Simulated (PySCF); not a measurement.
# BrH3Si: the cost of one run

The runs use PySCF 2.14.0, with density-fitted response routines of our own; the level of theory stands in each step. All values are computed, except where a source is named. Atoms are numbered from 0 throughout.

### 1 The molecule as given

5 atoms, charge 0, multiplicity 1; geometry from: GFN2-xTB. The atoms were then displaced at random by about 0.03 Å, so the start is not that level's minimum.

Bonds of the start (Å): Si0–Br1 2.13, Si0–H2 1.56, Si0–H3 1.40, Si0–H4 1.47.

### 2 Relaxing the molecule at PBE0-D3(BJ)/def2-SVP

What the job is given:

```
{"job": {"xc": "PBE0", "basis": "def2-SVP", "d3": "d3bj", "grid": 1, "shake": 0.03, "kind": "geom"}, "charge": 0, "multiplicity": 1}
Si    -0.142600    -0.064610     0.004350
Br     1.987130    -0.110490     0.006580
H     -0.586180     1.388700    -0.342340
H     -0.529220    -0.384410     1.311090
H     -0.637030    -0.933960    -1.076160
```

On the command line:

```bash
$ OMP_NUM_THREADS=1 python probes_run.py task.json out
```

This one command runs all jobs of the session in turn.

**Question.** How long does this first job take on 1 thread of AMD EPYC 9R45, shared host, and how much memory does it need?

About 3.6 s, with a peak of 0.28 GiB.
